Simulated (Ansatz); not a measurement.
# GaH₂+ (triplet): the correlation ladder at angle H2–Ga1–H3 = 71.9°, cc-pVTZ

Aim: climb from Hartree-Fock through coupled cluster and multireference methods for GaH₂+ (triplet) at one geometry and basis, and see what each rung misses.

Computed with Ansatz 0.2.0, Gaussian basis. Level: cc-pVTZ, core rule «outside noble gas», up to 14 orbitals frozen.

The runs, in order: UHF; CCSD(T) on ROHF; CCSD(T) on UHF; BCCD(T) on ROHF; CISD; CCSDT(Q) on ROHF; CCSDT(Q) on UHF; CASSCF and MRCISD+Q, 4 electrons in 4 orbitals; CASSCF and NEVPT2, 4 electrons in 4 orbitals; CASSCF and MRCISD+Q, 4 electrons in 6 orbitals; CASSCF and NEVPT2, 4 electrons in 6 orbitals; Full CI.

9 further runs of the same task are left out: 6 that didn't finish, 3 set aside as unsound or not needed.

### 1 What is computed

The geometry derives from a PBE0/def2-TZVP stationary point (not a proven minimum). One angle is set to the value named; bond lengths are kept. No spin-orbit coupling is included. The filled d shell of Ga may be among the frozen orbitals whatever the setting's name suggests; the logs give the count.

3 atoms, charge 1, spin multiplicity 3.

Atoms are counted from 1 here; the program's logs count them from 0.

Bond lengths: Ga1–H2 1.768 Å, Ga1–H3 1.768 Å. Angles: H2–Ga1–H3 71.9°.

### 2 UHF

in.yaml

```yaml
crystal:
  periodic: [false, false, false]
  atoms:
    - {symbol: Ga, position_ang: [0.000000, 0.000000, -0.040218]}
    - {symbol: H, position_ang: [0.000000, 1.038252, 1.391008]}
    - {symbol: H, position_ang: [0.000000, -1.038252, 1.391008]}
basis:
  gaussian: {orbitals: cc-pVTZ}
total_charge: 1
magnetization: {spin_polarized: true, initial_magnetization: 2}
hamiltonian: {xc: hf}
output: {orbitals: {seedname: orbitals}}
```

The run is started by

```console
ansatz run in.yaml --threads 1 --pin off --events-out ev --progress --plain --max-ram 2393MiB
```

Further steps of the session: CCSD(T) on ROHF; CCSD(T) on UHF; BCCD(T) on ROHF; CISD; CCSDT(Q) on ROHF; CCSDT(Q) on UHF; CASSCF and MRCISD+Q, 4 electrons in 4 orbitals; CASSCF and NEVPT2, 4 electrons in 4 orbitals; CASSCF and MRCISD+Q, 4 electrons in 6 orbitals; CASSCF and NEVPT2, 4 electrons in 6 orbitals; Full CI.

Before running them: what should the planned runs give, taken together? Wanted: FCI below the RHF energy; RMP2 from FCI; UMP2 from FCI; RCCSD from FCI; RCCSD(T) from FCI; UCCSD(T) from FCI; RCCSDT(Q) from FCI; UCCSDT(Q) from FCI; NEVPT2 pair from FCI.

The runs gave:

| quantity | value |
| --- | --- |
| FCI below the RHF energy | -1.8939 eV |
| RMP2 from FCI | +438.7 meV |
| UMP2 from FCI | +468.1 meV |
| RCCSD from FCI | +45.8 meV |
| RCCSD(T) from FCI | +10.7 meV |
| UCCSD(T) from FCI | -3.4 meV |
| RCCSDT(Q) from FCI | -0.2 meV |
| UCCSDT(Q) from FCI | -14.2 meV |
| NEVPT2 pair from FCI | +428.5 meV |
| MRCISD+Q pair from FCI | -8.4 meV |
| NEVPT2 valence from FCI | +192.8 meV |
| levels within 1 kcal/mol (43 meV) | CISD, UCCSD, RCCSD(T), UCCSD(T), BCCD(T), RCCSDT, UCCSDT, RCCSDT(Q), UCCSDT(Q), MRCISD+Q pair, MRCISD valence, MRCISD+Q valence |
| T1 diagnostic | 0.037 |
| effectively unpaired electrons | 2.03 |

RCCSD(T) lands +10.7 meV from the yardstick (0.6 % of the correlation energy). UCCSD(T), UCCSDT, UCCSDT(Q), MRCISD+Q pair fall below full CI: unrestricted runs freeze a spin-polarised core, another one than full CI's, and coupled cluster isn't variational. One determinant dominates. Of the multireference levels listed MRCISD+Q valence comes nearest in total energy (+4.5 meV), which doesn't show that its space is the better one. These misses are within one basis, not against nature; the frozen cores of restricted and unrestricted runs differ, which can shift their rows.
